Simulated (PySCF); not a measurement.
**WO2Br2: how settings move a single point**

Aim: repeat the single point on relaxed WO2Br2 with altered settings, some of them bad on purpose. The structure is generated, not taken from experiment.

Computed with PySCF 2.14.0. Level: B3LYP, W def2-SVP with ECP60, O def2-SVP, Br def2-SVP; scalar-relativistic core potentials, no spin–orbit coupling.

3 further runs of the same task are left out: 2 for a known fault of the program, 1 that didn't finish.

## Step 1: The system as given

5 atoms, charge 0, spin multiplicity 1.

Bond lengths: W1–O2 1.704 Å, W1–O3 1.704 Å, W1–Br4 2.432 Å, W1–Br5 2.432 Å. Angles: O2–W1–O3 106.6°, O2–W1–Br4 108.9°, O2–W1–Br5 109.0°, O3–W1–Br4 109.0°, O3–W1–Br5 108.9°, Br4–W1–Br5 114.4°.

As a file:

```xyz
5

W     0.3594    0.3594    0.0000
O     1.5471    0.6131   -1.1959
O     0.6131    1.5471    1.1959
Br   -1.8370    0.6920   -0.9901
Br    0.6920   -1.8370    0.9901
```

Formal oxidation states: W +6. An earlier session relaxed this geometry at B3LYP, W def2-SVP with ECP60, O def2-SVP, Br def2-SVP (singlet, point group C2v).

The sound run used a (50, 194) grid (finer on f atoms), a threshold of 1e-8 and at most 55 cycles, and ended at -5365.395788 Eh.

## Step 2: Altered run 1

run.py (the lines that set the calculation)

```python
mol = gto.M(atom='''
W      0.35937     0.35937     0.00000
O      1.54708     0.61307    -1.19592
O      0.61307     1.54708     1.19592
Br    -1.83696     0.69198    -0.99011
Br     0.69198    -1.83696     0.99011''',
    basis={'W': 'def2-SVP', 'O': 'def2-SVP', 'Br': 'def2-SVP'},
    ecp={'W': 'def2-SVP'},
    charge=0, spin=0)
mf = dft.RKS(mol, xc='B3LYP')
mf.grids.atom_grid = (50, 194)
mf = mf.density_fit()  # fitting sets: W def2-universal-JKFIT, O def2-universal-JKFIT, Br def2-universal-JKFIT
mf.conv_tol = 1e-08; mf.max_cycle = 55
mf.kernel(dm0)  # dm0: smeared density
```

The run is started by

```console
> OMP_NUM_THREADS=2 python run.py
```

Standard output:

```text
init E= -5365.35227214446
  HOMO = -0.333527060552018  LUMO = -0.132298597695423  gap/eV = 5.47571
cycle= 1 E= -5365.39465972043  delta_E= -0.0424  |g|= 0.0652  |ddm|= 0.165
  HOMO = -0.331144206977206  LUMO = -0.145491394415173  gap/eV = 5.05187
cycle= 2 E= -5365.38646847297  delta_E= 0.00819  |g|= 0.204  |ddm|= 0.24
  HOMO = -0.33178430846602  LUMO = -0.13503599273666  gap/eV = 5.35379
cycle= 3 E= -5365.3955113203  delta_E= -0.00904  |g|= 0.0342  |ddm|= 0.165
  HOMO = -0.332791551517912  LUMO = -0.133903276134066  gap/eV = 5.41203
cycle= 4 E= -5365.39578632296  delta_E= -0.000275  |g|= 0.00284  |ddm|= 0.0323
  HOMO = -0.332835027234601  LUMO = -0.133804507735039  gap/eV = 5.41590
cycle= 5 E= -5365.39578780777  delta_E= -1.48e-06  |g|= 0.000502  |ddm|= 0.00272
  HOMO = -0.332833937490722  LUMO = -0.133746483362468  gap/eV = 5.41745
cycle= 6 E= -5365.3957878763  delta_E= -6.85e-08  |g|= 0.000145  |ddm|= 0.000714
  HOMO = -0.332833625506502  LUMO = -0.133747805583219  gap/eV = 5.41740
cycle= 7 E= -5365.39578788191  delta_E= -5.61e-09  |g|= 2.85e-05  |ddm|= 0.00016
  HOMO = -0.332830867986826  LUMO = -0.133749240218652  gap/eV = 5.41729
Extra cycle  E= -5365.39578788182  delta_E= 9.09e-11  |g|= 3.61e-05  |ddm|= 7.45e-05
converged SCF energy = -5365.39578788182
```

Wall time 4.4 s (2 threads of AMD EPYC 9B14 (Zen 4), shared host).

Changed: the starting guess (smeared density). It converges in 7 cycles, at the sound run's energy within 0.001 eV, with a largest force component of 0.00 eV/Å. The result survives the change.

## Step 3: Altered run 2

run.py (the lines that set the calculation)

```python
mol = gto.M(atom='''
W      0.37734     0.37734     0.00000
O      1.62443     0.64372    -1.25572
O      0.64372     1.62443     1.25572
Br    -1.92881     0.72658    -1.03962
Br     0.72658    -1.92881     1.03962''',
    basis={'W': 'def2-SVP', 'O': 'def2-SVP', 'Br': 'def2-SVP'},
    ecp={'W': 'def2-SVP'},
    charge=0, spin=0)
mf = dft.RKS(mol, xc='B3LYP')
mf.grids.atom_grid = (50, 194)
mf = mf.density_fit()  # fitting sets: W def2-universal-JKFIT, O def2-universal-JKFIT, Br def2-universal-JKFIT
mf.conv_tol = 1e-08; mf.max_cycle = 55
mf.kernel(dm0)  # dm0: free metal ions and neutral atoms
```

The run is started by

```console
> OMP_NUM_THREADS=2 python run.py
```

Standard output:

```text
init E= -5436.00319951121
  HOMO = -0.160847766515058  LUMO = -0.14902015931096  gap/eV = 0.32185
cycle= 1 E= -5353.78196220496  delta_E= 82.2  |g|= 7.58  |ddm|=    6
  HOMO = -0.237908981880409  LUMO = -0.235478705516244  gap/eV = 0.06613
cycle= 2 E= -5238.53628593276  delta_E=  115  |g|= 12.4  |ddm|=   23
  HOMO = -0.305323438063609  LUMO = -0.180744656542907  gap/eV = 3.38996
cycle= 3 E= -5342.06579008134  delta_E= -104  |g|= 6.97  |ddm|= 23.1
  HOMO = -0.257632768946329  LUMO = 0.0111872329793866  gap/eV = 7.31496
cycle= 4 E= -5364.10659911177  delta_E=  -22  |g|= 2.09  |ddm|= 8.27
  HOMO = -0.208792537554916  LUMO = -0.12846656938228  gap/eV = 2.18578
cycle= 5 E= -5350.95668859523  delta_E= 13.1  |g|= 6.27  |ddm|= 8.88
  HOMO = -0.312125871145983  LUMO = -0.186817654248316  gap/eV = 3.40981
cycle= 6 E= -5365.33438708796  delta_E= -14.4  |g|= 0.369  |ddm|= 7.95
  HOMO = -0.336939138676768  LUMO = -0.166223870462635  gap/eV = 4.64540
cycle= 7 E= -5365.36943699685  delta_E= -0.035  |g|= 0.123  |ddm|= 0.521
  HOMO = -0.332938553850465  LUMO = -0.161644492827656  gap/eV = 4.66115
cycle= 8 E= -5365.37197992824  delta_E= -0.00254  |g|= 0.0726  |ddm|= 0.117
  HOMO = -0.332977655165445  LUMO = -0.161595439223963  gap/eV = 4.66355
cycle= 9 E= -5365.37234675397  delta_E= -0.000367  |g|= 0.058  |ddm|= 0.0192
  HOMO = -0.332685687102294  LUMO = -0.161066143301072  gap/eV = 4.67001
cycle= 10 E= -5365.37271542773  delta_E= -0.000369  |g|= 0.0389  |ddm|= 0.0155
  HOMO = -0.331554905048973  LUMO = -0.160283892508141  gap/eV = 4.66052
cycle= 11 E= -5365.37304064287  delta_E= -0.000325  |g|= 0.00528  |ddm|= 0.0331
  HOMO = -0.331521046417587  LUMO = -0.16002616732822  gap/eV = 4.66661
cycle= 12 E= -5365.37304703739  delta_E= -6.39e-06  |g|= 0.00115  |ddm|= 0.00544
  HOMO = -0.331573818422673  LUMO = -0.160136534697972  gap/eV = 4.66505
cycle= 13 E= -5365.37304732811  delta_E= -2.91e-07  |g|= 0.00051  |ddm|= 0.00135
  HOMO = -0.331585304608998  LUMO = -0.160125318191102  gap/eV = 4.66566
cycle= 14 E= -5365.37304738487  delta_E= -5.68e-08  |g|= 2.7e-05  |ddm|= 0.000425
  HOMO = -0.331586430846846  LUMO = -0.160127835136242  gap/eV = 4.66563
cycle= 15 E= -5365.3730473851  delta_E= -2.25e-10  |g|= 6.3e-06  |ddm|= 3.4e-05
  HOMO = -0.331585254563009  LUMO = -0.160128849922186  gap/eV = 4.66557
Extra cycle  E= -5365.37304738504  delta_E= 5.18e-11  |g|= 1.54e-05  |ddm|= 2.7e-05
converged SCF energy = -5365.37304738504
```

Run time: 5.1 s. Hardware: 2 threads of AMD EPYC 9B14 (Zen 4), shared host.

Changed: the scale of all coordinates (1.05). It converges in 15 cycles, +0.619 eV from the sound run, with a largest force component of 3.03 eV/Å. The setting is unsound, so these numbers aren't the compound's.

## Step 4: Altered run 3

run.py (the lines that set the calculation)

```python
mol = gto.M(atom='''
W      0.35937     0.35937     0.00000
O      1.54708     0.61307    -1.19592
O      0.61307     1.54708     1.19592
Br    -1.83696     0.69198    -0.99011
Br     0.69198    -1.83696     0.99011''',
    basis={'W': 'def2-SVP', 'O': 'def2-SVP', 'Br': 'def2-SVP'},
    ecp={'W': 'def2-SVP'},
    charge=0, spin=0)
mf = dft.RKS(mol, xc='B3LYP')
mf.grids.atom_grid = (50, 194)
mf = mf.density_fit()  # fitting sets: W def2-universal-JKFIT, O def2-universal-JKFIT, Br def2-universal-JKFIT
mf.conv_tol = 0.001; mf.max_cycle = 55
mf.kernel(dm0)  # dm0: free metal ions and neutral atoms
```

The run is started by

```console
> OMP_NUM_THREADS=2 python run.py
```

Standard output:

```text
init E= -5436.13298631307
  HOMO = -0.153414552613477  LUMO = -0.142157996995648  gap/eV = 0.30631
cycle= 1 E= -5357.80913547039  delta_E= 78.3  |g|= 6.98  |ddm|= 5.58
  HOMO = -0.124043201737355  LUMO = -0.117106780766663  gap/eV = 0.18875
cycle= 2 E= -5290.30821900903  delta_E= 67.5  |g|= 11.2  |ddm|= 20.2
  HOMO = -0.238223170748623  LUMO = -0.15869320130755  gap/eV = 2.16412
cycle= 3 E= -5345.18931224401  delta_E= -54.9  |g|= 7.05  |ddm|= 20.1
  HOMO = -0.254984987679299  LUMO = -0.0419083945145793  gap/eV = 5.79811
cycle= 4 E= -5363.73495331285  delta_E= -18.5  |g|= 2.68  |ddm|= 7.41
  HOMO = -0.186737516422471  LUMO = -0.174805457280839  gap/eV = 0.32469
cycle= 5 E= -5354.45597792423  delta_E= 9.28  |g|=    6  |ddm|= 7.93
  HOMO = -0.269676477545433  LUMO = -0.123559883114316  gap/eV = 3.97604
cycle= 6 E= -5365.15058208051  delta_E= -10.7  |g|= 0.929  |ddm|= 6.98
  HOMO = -0.343873722275632  LUMO = -0.135302215077928  gap/eV = 5.67552
cycle= 7 E= -5365.29593147168  delta_E= -0.145  |g|= 0.708  |ddm|= 0.845
  HOMO = -0.326207455947479  LUMO = -0.115298877910458  gap/eV = 5.73911
cycle= 8 E= -5365.3590698784  delta_E= -0.0631  |g|= 0.419  |ddm|= 0.292
  HOMO = -0.332312463448615  LUMO = -0.133950063052645  gap/eV = 5.39772
cycle= 9 E= -5365.38405584015  delta_E= -0.025  |g|= 0.243  |ddm|= 0.195
  HOMO = -0.334342961923234  LUMO = -0.133460615447853  gap/eV = 5.46629
cycle= 10 E= -5365.39524943656  delta_E= -0.0112  |g|= 0.0472  |ddm|= 0.161
  HOMO = -0.332559272861109  LUMO = -0.133372291194341  gap/eV = 5.42015
cycle= 11 E= -5365.39578404455  delta_E= -0.000535  |g|= 0.0042  |ddm|= 0.0443
  HOMO = -0.333034184793208  LUMO = -0.134276507892623  gap/eV = 5.40847
Extra cycle  E= -5365.39576582534  delta_E= 1.82e-05  |g|= 0.0105  |ddm|= 0.0113
converged SCF energy = -5365.39576582534
```

It took 5.1 s on 2 threads of AMD EPYC 9B14 (Zen 4), shared host.

Changed: the SCF threshold (0.001). It converges in 11 cycles, +0.001 eV from the sound run, with a largest force component of 0.01 eV/Å. The result survives the change.

## Step 5: Altered run 4

Changes to run.py (the lines that set the calculation) since step 4:

```diff
@@ -12,3 +12,3 @@
 mf = mf.density_fit()  # fitting sets: W def2-universal-JKFIT, O def2-universal-JKFIT, Br def2-universal-JKFIT
-mf.conv_tol = 0.001; mf.max_cycle = 55
-mf.kernel(dm0)  # dm0: free metal ions and neutral atoms
+mf.conv_tol = 1e-08; mf.max_cycle = 68
+mf.kernel(dm0)  # dm0: core Hamiltonian
```

The run is started by

```console
> OMP_NUM_THREADS=2 python run.py
```

Standard output:

```text
init E= -5144.52679636589
  HOMO = -1.45546201494422  LUMO = -1.445803695534  gap/eV = 0.26282
cycle= 1 E= -4318.57580215732  delta_E=  826  |g|= 24.6  |ddm|= 60.1
  HOMO = -5.42195250613995  LUMO = -5.41243598534119  gap/eV = 0.25896
cycle= 2 E= -4961.04434203189  delta_E= -642  |g|= 9.78  |ddm|=   63
  HOMO = -1.75398431662234  LUMO = -1.57350118867531  gap/eV = 4.91120
cycle= 3 E= -4529.2845119149  delta_E=  432  |g|= 29.7  |ddm|= 60.2
  HOMO = -1.74707249876977  LUMO = -1.55883890211998  gap/eV = 5.12210
cycle= 4 E= -4528.13101061393  delta_E= 1.15  |g|= 29.7  |ddm|= 0.504
  HOMO = -1.65905354587931  LUMO = -1.43979791820766  gap/eV = 5.96625
cycle= 5 E= -4524.56511582916  delta_E= 3.57  |g|= 29.7  |ddm|= 2.37
  HOMO = -1.61257779067622  LUMO = -1.39242420770315  gap/eV = 5.99068
cycle= 6 E= -4523.58282537814  delta_E= 0.982  |g|= 29.7  |ddm|= 1.06
  HOMO = -1.5416740505228  LUMO = -1.3567299709235  gap/eV = 5.03258
cycle= 7 E= -4527.35930752378  delta_E= -3.78  |g|= 29.6  |ddm|= 0.93
  HOMO = -1.49902921201894  LUMO = -1.46915858348644  gap/eV = 0.81282
cycle= 8 E= -4836.95818773695  delta_E= -310  |g|= 26.4  |ddm|= 11.4
  HOMO = -1.29616671560419  LUMO = -1.26489213487832  gap/eV = 0.85102
cycle= 9 E= -4968.02207091473  delta_E= -131  |g|= 22.2  |ddm|= 6.64
  HOMO = -1.03728639682483  LUMO = -0.998887777265804  gap/eV = 1.04488
cycle= 10 E= -4975.66073987608  delta_E= -7.64  |g|=   21  |ddm|= 3.13
  HOMO = -0.849291076619453  LUMO = -0.806594876205073  gap/eV = 1.16182
cycle= 11 E= -4981.93222754265  delta_E= -6.27  |g|=   20  |ddm|= 3.15
  HOMO = -0.967662111038014  LUMO = -0.964913696883058  gap/eV = 0.07479
cycle= 12 E= -4973.43904961384  delta_E= 8.49  |g|= 21.5  |ddm|= 4.09
  HOMO = -3.32733998276899  LUMO = -3.19708893719088  gap/eV = 3.54431
cycle= 13 E= -5111.24798887249  delta_E= -138  |g|= 13.8  |ddm|= 52.7
  HOMO = -0.332788360873804  LUMO = -0.213026629335605  gap/eV = 3.25888
cycle= 14 E= -5335.20509787655  delta_E= -224  |g|= 8.52  |ddm|= 31.5
  HOMO = 0.29156840377366  LUMO = 0.326604452947805  gap/eV = 0.95338
cycle= 15 E= -5345.16977986123  delta_E= -9.96  |g|= 7.06  |ddm|= 24.3
  HOMO = -0.404975679173609  LUMO = -0.402555523474547  gap/eV = 0.06586
cycle= 16 E= -5355.71196551845  delta_E= -10.5  |g|= 5.96  |ddm|= 22.2
  HOMO = -0.418659753930292  LUMO = -0.351052965622671  gap/eV = 1.83967
cycle= 17 E= -5363.44439916267  delta_E= -7.73  |g|= 2.77  |ddm|= 3.28
  HOMO = -0.359888555948952  LUMO = -0.245800834642989  gap/eV = 3.10449
cycle= 18 E= -5364.63418044693  delta_E= -1.19  |g|= 1.97  |ddm|= 2.81
  HOMO = -0.307241749766525  LUMO = -0.113476618872478  gap/eV = 5.27262
cycle= 19 E= -5364.87322029246  delta_E= -0.239  |g|= 1.56  |ddm|=  2.3
  HOMO = -0.330186982466916  LUMO = -0.161526509049382  gap/eV = 4.58949
cycle= 20 E= -5365.34002288937  delta_E= -0.467  |g|= 0.405  |ddm|= 1.12
  HOMO = -0.337876246090117  LUMO = -0.141109529141176  gap/eV = 5.35430
cycle= 21 E= -5365.39409920668  delta_E= -0.0541  |g|= 0.0856  |ddm|= 0.49
  HOMO = -0.333045013295306  LUMO = -0.134581421590282  gap/eV = 5.40047
cycle= 22 E= -5365.39560380653  delta_E= -0.0015  |g|= 0.0282  |ddm|= 0.0842
  HOMO = -0.332383230289114  LUMO = -0.133312709858043  gap/eV = 5.41698
cycle= 23 E= -5365.39577130772  delta_E= -0.000168  |g|= 0.00753  |ddm|= 0.0252
  HOMO = -0.332839321560071  LUMO = -0.133692192414653  gap/eV = 5.41907
cycle= 24 E= -5365.39578773008  delta_E= -1.64e-05  |g|= 0.000774  |ddm|= 0.00896
  HOMO = -0.332830649916471  LUMO = -0.133759777096392  gap/eV = 5.41699
cycle= 25 E= -5365.39578787522  delta_E= -1.45e-07  |g|= 0.000166  |ddm|= 0.000934
  HOMO = -0.332832325966959  LUMO = -0.133750623113672  gap/eV = 5.41729
cycle= 26 E= -5365.39578787545  delta_E= -2.27e-10  |g|= 0.000181  |ddm|= 0.000242
  HOMO = -0.332832924172468  LUMO = -0.133749547539097  gap/eV = 5.41733
cycle= 27 E= -5365.39578788167  delta_E= -6.22e-09  |g|= 4.93e-05  |ddm|= 0.000144
  HOMO = -0.332832048265442  LUMO = -0.133743523275201  gap/eV = 5.41747
Extra cycle  E= -5365.39578787634  delta_E= 5.33e-09  |g|= 0.00017  |ddm|= 0.00015
converged SCF energy = -5365.39578787634
```

It took 6.4 s on 2 threads of AMD EPYC 9B14 (Zen 4), shared host.

Changed: the starting guess (bare core Hamiltonian); the cycle limit is 68. It converges in 27 cycles, at the sound run's energy within 0.001 eV, with a largest force component of 0.00 eV/Å. The result survives the change.

## Step 6: Results

| run | changed | ending | energy change (eV) | cycles | time | usable |
| --- | --- | --- | --- | --- | --- | --- |
| 1 | the starting guess | converged | 0.000 | 7 | 4.4 s | yes |
| 2 | the scale of all coordinates | converged | +0.619 | 15 | 5.1 s | no |
| 3 | the SCF threshold | converged | +0.001 | 11 | 5.1 s | yes |
| 4 | the starting guess | converged | 0.000 | 27 | 6.4 s | yes |

3 of 4 altered runs give a usable result. 1 ended normally with numbers unfit to quote.
